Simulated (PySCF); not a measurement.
# H5O4Yb (Yb(OH)3(H2O)-): the cost of one run

The runs use PySCF 2.14.0; several levels, as the steps say, no spin–orbit coupling.

1 further run of the same task is left out (for a known fault of the program).

## 1. The system as given

10 atoms, charge -1, spin multiplicity 1.

Bond lengths: Yb1–O2 2.249 Å, Yb1–O4 2.187 Å, Yb1–O6 2.249 Å, Yb1–O8 2.636 Å, Yb1–H9 2.467 Å, Yb1–H10 2.468 Å, O2–H3 0.958 Å, O4–H5 0.957 Å, O6–H7 0.958 Å, O8–H9 0.996 Å, O8–H10 0.996 Å. Angles: O2–Yb1–O4 126.9°, O2–Yb1–O6 104.2°, O2–Yb1–O8 65.5°, O2–Yb1–H9 43.3°, O2–Yb1–H10 76.9°, O4–Yb1–O6 127.6°, O4–Yb1–O8 142.3°, O4–Yb1–H9 149.0°, O4–Yb1–H10 149.3°, O6–Yb1–O8 65.4°, O6–Yb1–H9 76.7°, O6–Yb1–H10 43.3°, O8–Yb1–H9 22.2°, O8–Yb1–H10 22.2°, H9–Yb1–H10 36.9°, Yb1–O2–H3 160.9°, Yb1–O4–H5 177.3°, Yb1–O6–H7 162.7° and more.

Coordinates:

```xyz
10
charge -1, multiplicity 1
Yb   -0.3648   -0.3513    0.3433
O     0.7080    1.5728    0.7971
H     1.0659    2.3161    1.2835
O    -1.4918   -1.5903    1.7494
H    -2.0224   -2.1251    2.3397
O     0.3656   -0.9196   -1.7067
H     0.6003   -1.4229   -2.4868
O    -0.6611    1.5241   -1.4848
H    -0.0412    1.8281   -0.7669
H    -0.1963    0.7315   -1.8685
```

Formal oxidation states: Yb +2. Each metal's 14 4f electrons lie in its core potential, so multiplicities, spins and levels count the valence alone. An earlier session relaxed this geometry at PBE0, Yb lcecp-0-SVP with ECP60, O def2-SVP, H def2-SVP (singlet, point group C1).

At PBE0 on the finer grid: E = -336.502559 Eh, frontier levels not given, since the 4f levels lie in the core, Mulliken charge on Yb1 +0.52 e, largest force component 0.018 eV/Å. 

Levels to run: TPSSh; BLYP; PBE0, TZVP. Hardware: 2 threads of Arm Neoverse V1, shared host.

## 2. TPSSh

run.py (the lines that set the calculation)

```python
mol = gto.M(atom='''
Yb    -0.36484    -0.35130     0.34328
O      0.70803     1.57283     0.79713
H      1.06587     2.31613     1.28348
O     -1.49176    -1.59030     1.74940
H     -2.02241    -2.12511     2.33971
O      0.36557    -0.91956    -1.70670
H      0.60026    -1.42292    -2.48683
O     -0.66112     1.52409    -1.48482
H     -0.04122     1.82807    -0.76691
H     -0.19634     0.73147    -1.86846''',
    basis={'Yb': 'lcecp-0-SVP', 'O': 'def2-SVP', 'H': 'def2-SVP'},
    ecp={'Yb': 'lcecp-0-SVP'},
    charge=-1, spin=0)
mf = dft.RKS(mol, xc='TPSSH')
mf.grids.atom_grid = (75, 302)  # f atoms: unpruned, at least (60, 302)
mf = mf.density_fit()  # fitting sets: Yb AutoAux, O def2-universal-JKFIT, H def2-universal-JKFIT
mf.conv_tol = 1e-08; mf.max_cycle = 55
mf.kernel(dm0)  # dm0: the density of the relaxed state
```

Command:

```bash
$ OMP_NUM_THREADS=2 python run.py
```

**Question.** How long does this run take on 2 threads of Arm Neoverse V1, shared host?

About 10 s.
